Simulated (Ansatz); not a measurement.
This script drives Ansatz 0.2.0, Python API.

The script reads `fgeh6nsi.xyz`:
```text
10

N    -1.32620    1.19990   -0.34450
Ge    0.34100    0.54390   -0.53320
Si    0.43730   -1.47240    0.57200
F    -0.57230   -2.54000   -0.07880
H    -1.52420    1.40790    0.64530
H    -1.36740    2.19640   -0.82130
H     1.39640    1.53970    0.08020
H     0.70090    0.34430   -2.04010
H     0.16940   -1.24630    2.05100
H     1.82820   -2.02470    0.47230
```

The script, `freq_fgeh6nsi.py`:
```python
"""Vibrations and zero-point energy of FGeH6NSi."""

import itertools

import ansatz
from ase.data import atomic_numbers, covalent_radii
import numpy as np

SETTINGS = {
    "basis_set": "def2-SVP",
    "functional": "hf",
}

geometry = ansatz.Crystal.molecule_from_extxyz("fgeh6nsi.xyz")

calc = geometry.calculation().basis(gaussian=SETTINGS["basis_set"]).functional(SETTINGS["functional"])
symbols = [site.symbol for site in geometry.cartesian_sites]
start = np.array([site.position_ang for site in geometry.cartesian_sites], dtype=float)
data = calc.relax(force_tolerance=0.003, max_steps=100).run(threads=1).report
end = np.array(data["positions_ang"])

# pairs closer than 1.2 times the sum of covalent radii, before or after
radius = [covalent_radii[atomic_numbers[s]] for s in symbols]
span = lambda where, i, j: np.linalg.norm(where[i] - where[j])
bonded = [(i, j) for i, j in itertools.combinations(range(len(symbols)), 2) if min(span(start, i, j), span(end, i, j)) < 1.2 * (radius[i] + radius[j])]
print("pair        before    after (A)")
for i, j in bonded:
    print(f"{symbols[i]}{i}-{symbols[j]}{j}".ljust(10), f"{span(start, i, j):8.4f} {span(end, i, j):8.4f}")
for first, second in list(itertools.combinations(bonded, 2)):
    shared = set(first) & set(second)
    if shared and symbols[(j := shared.pop())] != "H":
        i, k = sorted((set(first) | set(second)) - {j})
        u, v = end[i] - end[j], end[k] - end[j]
        angle = np.degrees(np.arccos(np.clip(u @ v / np.linalg.norm(u) / np.linalg.norm(v), -1, 1)))
        print(f"final angle {symbols[i]}{i}-{symbols[j]}{j}-{symbols[k]}{k}: {angle:.2f} deg")

# same settings at the minimum
minimum = ansatz.Crystal.molecule()
for symbol, place in zip(symbols, end):
    minimum = minimum.atom(symbol, place.tolist())
vibrating = (
    minimum.calculation()
    .basis(gaussian=SETTINGS["basis_set"])
    .functional(SETTINGS["functional"])
    .phonons(temperatures=(200, 600, 100))
)
vib = vibrating.run(threads=1).report["vibrations"]
sums = vib["harmonic_sums"]
modes = [m["omega_inv_cm"] for m in sums["modes_at_gamma"] if m["rigid_motion"] == "no"]
for number, w in enumerate(modes, start=1):
    print(f"mode {number:2d} {w:9.1f} 1/cm {w / 8065.544 * 1000:8.2f} meV")
print("imaginary modes:", sum(w < 0 for w in modes), " zero-point energy:", round(sums["zero_point_energy_ev"], 4), "eV")
print("T (K)   F_vib (eV)   S_vib (meV/K)   C_vib (meV/K)")
for row in zip(sums["temperatures_k"], sums["vibrational_free_energy_ev"], vib["entropy_ev_per_k"], vib["heat_capacity_ev_per_k"]):
    print(f"{row[0]:6.1f} {row[1]:11.4f} {1000 * row[2]:13.4f} {1000 * row[3]:15.4f}")
```

It is started by `python freq_fgeh6nsi.py`. Estimate its wall time and peak memory on 1 thread of Arm Neoverse V2, with other jobs on the host.

It took about 2.9 min, with a peak of 0.32 GiB, for 2 runs of the engine.

Output of `python freq_fgeh6nsi.py`:
```text
pair        before    after (A)
N0-Ge1       1.8015   1.8336
N0-H4        1.0306   1.0030
N0-H5        1.1055   1.0033
Ge1-Si2      2.3013   2.4067
Ge1-H6       1.5754   1.5463
Ge1-H7       1.5621   1.5336
Si2-F3       1.6070   1.6181
Si2-H8       1.5200   1.4789
Si2-H9       1.4999   1.4782
final angle Ge1-N0-H4: 117.48 deg
final angle Ge1-N0-H5: 116.93 deg
final angle N0-Ge1-Si2: 108.40 deg
final angle N0-Ge1-H6: 113.54 deg
final angle N0-Ge1-H7: 107.15 deg
final angle H4-N0-H5: 109.35 deg
final angle Si2-Ge1-H6: 108.57 deg
final angle Si2-Ge1-H7: 111.37 deg
final angle Ge1-Si2-F3: 109.33 deg
final angle Ge1-Si2-H8: 111.54 deg
final angle Ge1-Si2-H9: 111.47 deg
final angle H6-Ge1-H7: 107.85 deg
final angle F3-Si2-H8: 107.63 deg
final angle F3-Si2-H9: 107.54 deg
final angle H8-Si2-H9: 109.17 deg
mode  1      51.6 1/cm     6.39 meV
mode  2     123.5 1/cm    15.31 meV
mode  3     155.3 1/cm    19.26 meV
mode  4     207.4 1/cm    25.72 meV
mode  5     363.0 1/cm    45.00 meV
mode  6     459.1 1/cm    56.92 meV
mode  7     520.8 1/cm    64.57 meV
mode  8     552.2 1/cm    68.46 meV
mode  9     701.5 1/cm    86.97 meV
mode 10     734.1 1/cm    91.01 meV
mode 11     799.5 1/cm    99.13 meV
mode 12     820.4 1/cm   101.71 meV
mode 13     904.1 1/cm   112.09 meV
mode 14     935.1 1/cm   115.94 meV
mode 15     970.8 1/cm   120.36 meV
mode 16     989.5 1/cm   122.69 meV
mode 17    1038.8 1/cm   128.79 meV
mode 18    1692.4 1/cm   209.83 meV
mode 19    2174.2 1/cm   269.56 meV
mode 20    2245.7 1/cm   278.44 meV
mode 21    2345.7 1/cm   290.83 meV
mode 22    2352.9 1/cm   291.72 meV
mode 23    3766.7 1/cm   467.02 meV
mode 24    3862.4 1/cm   478.87 meV
imaginary modes: 0  zero-point energy: 1.7833 eV
T (K)   F_vib (eV)   S_vib (meV/K)   C_vib (meV/K)
 200.0      1.7397        0.4811          0.5240
 300.0      1.6785        0.7428          0.7788
 400.0      1.5914        0.9963          0.9841
 500.0      1.4798        1.2335          1.1409
 600.0      1.3453        1.4528          1.2643
```

The frequencies are harmonic and unscaled, in a modest basis.
